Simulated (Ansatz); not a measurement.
# MgS: the cost of one run

Method: DFT PBEsol, scalar-relativistic, plane waves, PAW, in Ansatz 0.2.0.

3 further runs of the same task are left out: 3 set aside as unsound or not needed.

### Step 1. Starting point

Symmetry: F-43m, No. 216, cubic system. The conventional cell has a = 5.652 Å, b = 5.652 Å, c = 5.652 Å, α = 90.00°, β = 90.00°, γ = 90.00°. Mg (site symmetry -43m) has 4 S at 2.45 Å as nearest neighbours. Around S (site symmetry -43m) lie 4 Mg at 2.45 Å.

Coordinates:

```cif
data_structure
_symmetry_space_group_name_H-M 'P 1'
_symmetry_Int_Tables_number 1
_cell_length_a 3.9964
_cell_length_b 3.9964
_cell_length_c 6.9220
_cell_angle_alpha 73.221
_cell_angle_beta 73.221
_cell_angle_gamma 60.000
_cell_volume 90.27
loop_
_atom_site_label
_atom_site_type_symbol
_atom_site_fract_x
_atom_site_fract_y
_atom_site_fract_z
_atom_site_occupancy
Mg1 Mg 0.00000 0.00000 0.00000 1
Mg2 Mg 0.50000 0.50000 0.50000 1
S1 S 0.37500 0.37500 0.87500 1
S2 S 0.87500 0.87500 0.37500 1
```

It goes back to an entry of the Materials Project, which need not be the stable form.

It is built from the cell relaxed beforehand with the same method (22.57 Å³/atom).

### Step 2. The undisturbed cell

Contents of input.yaml:

```yaml
crystal:
  lattice:
    - [0.0, -2.8258920363, -2.8258920363]
    - [-2.8258920363, 0.0, -2.8258920363]
    - [2.8258920363, 2.8258920363, -5.6517840726]
  atoms:
    - { symbol: Mg, position: [0.0, 0.0, 0.0] }
    - { symbol: Mg, position: [0.5, 0.5, 0.5] }
    - { symbol: S, position: [0.375, 0.375, 0.875] }
    - { symbol: S, position: [0.875, 0.875, 0.375] }
basis:
  ecutwfc: 420
kpoints:
  mp_grid: { grid: [6, 6, 8] }
hamiltonian:
  xc: pbesol
scf:
  occupations: { method: gaussian, width: 0.05 }
output:
  forces: true
  stress: true
  eigenvalues: true
```

Launch:

```bash
$ ansatz run input.yaml --threads 2 --pin off --max-ram 5120MiB --backend cpu --events-out ev --progress --plain --runs-dir out
```

What time and memory should one allow on 2 threads of Arm Neoverse V2, shared host?

About 5.5 s, with a peak of 0.44 GiB.
